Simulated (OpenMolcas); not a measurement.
# RI-MP2/3-21G (RICD fitting) run of C2Cl4F2 (SMILES FC(F)(Cl)C(Cl)(Cl)Cl)

What is the energy change on altering one bond length of C2Cl4F2 at RI-MP2/3-21G (RICD fitting)? 

Program for the calculation: OpenMolcas 26.06.

**1. The system as given**

C2Cl4F2: 8 atoms, total charge 0, spin state singlet. SMILES: `FC(F)(Cl)C(Cl)(Cl)Cl`. The shape is that of a GFN2-xTB optimisation.

Bond lengths: F1–C2 1.338 Å, C2–F3 1.338 Å, C2–Cl4 1.776 Å, C2–C5 1.538 Å, C5–Cl6 1.774 Å, C5–Cl7 1.767 Å, C5–Cl8 1.767 Å. Some angles: F1–C2–F3 106.4°, F1–C2–Cl4 109.1°, F1–C2–C5 110.7°, F3–C2–Cl4 109.1°, F3–C2–C5 110.7°, Cl4–C2–C5 110.8°, C2–C5–Cl6 108.8°, C2–C5–Cl7 108.9°, C2–C5–Cl8 108.8°, Cl6–C5–Cl7 110.0°.

**2. The energy at RI-MP2/3-21G (RICD fitting)**

File job.inp:

```
&gateway
 baslib=$CurrDir
 coord
 8
 bohr
 F      3.30086021    -0.67482120     0.33160914
 C      1.16658463    -0.13764765    -0.91349361
 F      1.61598040     1.97979047    -2.22056048
 Cl     0.48951466    -2.62813661    -3.05767136
 C     -1.03445498     0.25171152     0.94429614
 Cl    -0.25261859     2.75452149     3.03291594
 Cl    -3.78345847     1.02449612    -0.78591820
 Cl    -1.50240786    -2.56993304     2.66880351
 basis=3-21G
 group=NoSym
 ricd

&seward

&scf
 prorbitals=1 1

&mbpt2
 frozen=24
```

The basis set 3-21G is read from a file made from the Basis Set Exchange's data (not shown).

Command:

```sh
export MOLCAS_MEM=1860
pymolcas job.inp > job.log
```

Log:

```text
--- Start Module: gateway ---
[...]
--- Stop Module: gateway /rc=_RC_ALL_IS_WELL_ ---
[...]
      Basis functions           88
[...]
--- Start Module: scf ---
[...]
       Convergence after  11 Iterations
[...]
::    Total SCF energy                              -2102.2230703790
[...]
      Total spin, S                                     0.0000000000
[...]
      Total electronic charge=   98.000000
      Total            charge=   -0.000000
[...]
      Dipole Moment (debye):
      Origin of the operator (angstrom)=   -0.2138   -0.0615    0.0772
                   X= -5.7819E-01               Y= -1.7839E-01               Z=  1.9390E-01           Total=  6.3539E-01
      Quadrupole Moment (debye*angstrom):
[...]
--- Stop Module: scf /rc=_RC_ALL_IS_WELL_ ---
[...]
--- Start Module: mbpt2 ---
[...]
WARNING!
Default frozen orbitals as non valence orbitals is overwritten by user input.
Default values:  24
[...]
       Reference weight ( Cref**2 )         =        0.83404
::    Total MBPT2 energy                            -2102.8290756823
[...]
--- Stop Module: mbpt2 /rc=_RC_ALL_IS_WELL_ ---
[...]
```

Wall time 3.6 s (1 thread of Arm Neoverse V1, shared host); peak memory 0.093 GiB.

**3. The distorted shape at the same level**

File job.inp:

```
&GATEWAY
 BASLIB
 $CurrDir
 COORD
 8
 bohr
 F      7.42437112    -1.83399999     2.92693443
 C      5.29009553    -1.29682644     1.68183168
 F      5.73949130     0.82061168     0.37476482
 Cl     4.61302556    -3.78731540    -0.46234606
 C      3.08905593    -0.90746727     3.53962144
 Cl     3.87089232     1.59534270     5.62824124
 Cl    -3.78345847     1.02449612    -0.78591820
 Cl     2.62110305    -3.72911184     5.26412881
 BASIS
 3-21G
 GROUP
 NoSym
 RICD

&SEWARD

&SCF
 PRORBITALS
 1 1

&MBPT2
 FROZEN
 24
```

The basis set 3-21G is read from a file made from the Basis Set Exchange's data (not shown).

Command:

```sh
export MOLCAS_MEM=1860
pymolcas job.inp > job.log
```

Log:

```text
--- Start Module: gateway ---
[...]
--- Stop Module: gateway /rc=_RC_ALL_IS_WELL_ ---
[...]
      Basis functions           88
[...]
--- Start Module: scf ---
[...]
       Convergence after  28 Iterations
[...]
::    Total SCF energy                              -2101.9940006310
[...]
      Total spin, S                                     0.0000000000
[...]
      Total electronic charge=   98.000000
      Total            charge=   -0.000000
[...]
      Dipole Moment (debye):
      Origin of the operator (angstrom)=    1.5903   -0.5687    1.2127
                   X=  5.3464E+00               Y= -2.0377E+00               Z=  4.4208E+00           Total=  7.2305E+00
      Quadrupole Moment (debye*angstrom):
[...]
--- Stop Module: scf /rc=_RC_ALL_IS_WELL_ ---
[...]
--- Start Module: mbpt2 ---
[...]
WARNING!
Default frozen orbitals as non valence orbitals is overwritten by user input.
Default values:  24
[...]
       Reference weight ( Cref**2 )         =        0.63660
::    Total MBPT2 energy                            -2102.7244820225
[...]
--- Stop Module: mbpt2 /rc=_RC_ALL_IS_WELL_ ---
[...]
```

Run time: 6 s. Hardware: 1 thread of Arm Neoverse V1, shared host; peak memory 0.093 GiB.

**4. Results**

At RI-MP2/3-21G (RICD fitting), 24 core orbitals frozen:

| quantity | value |
| --- | --- |
| first shape: total energy | -2102.82908 Eh |
| first shape: dipole moment (mean-field density) | 0.64 D |
| first shape: HOMO energy (Hartree–Fock orbitals) | -13.05 eV |
| first shape: LUMO energy (Hartree–Fock orbitals) | 2.83 eV |
| first shape: HOMO–LUMO gap (Hartree–Fock orbitals) | 15.88 eV |
| first shape: correlation energy (24 core orbitals frozen) | -606.0 mEh |
| distorted shape: total energy | -2102.72448 Eh |
| distorted shape: dipole moment (mean-field density) | 7.23 D |
| distorted shape: HOMO energy (Hartree–Fock orbitals) | -8.83 eV |
| distorted shape: LUMO energy (Hartree–Fock orbitals) | -5.20 eV |
| distorted shape: HOMO–LUMO gap (Hartree–Fock orbitals) | 3.63 eV |
| distorted shape: correlation energy (24 core orbitals frozen) | -730.5 mEh |
| energy change with the C5–Cl7 bond stretched from 1.767 to 4.417 Å | 2.846 eV |

What this shows: One bond (distorted shape) is far stretched, which a spin-restricted single reference describes badly; perturbation theory on it can break down and give far too much correlation. With the C5–Cl7 bond stretched from 1.767 to 4.417 Å the energy rises by 2.85 eV (66 kcal/mol). The first shape isn't relaxed at this level, so the change isn't measured from a minimum. A restricted reference can't describe the breaking bond well at this length. Mulliken charges (distorted shape) of the mean-field density run from -0.39 on C5 to +0.58 on C2; they depend strongly on the basis.
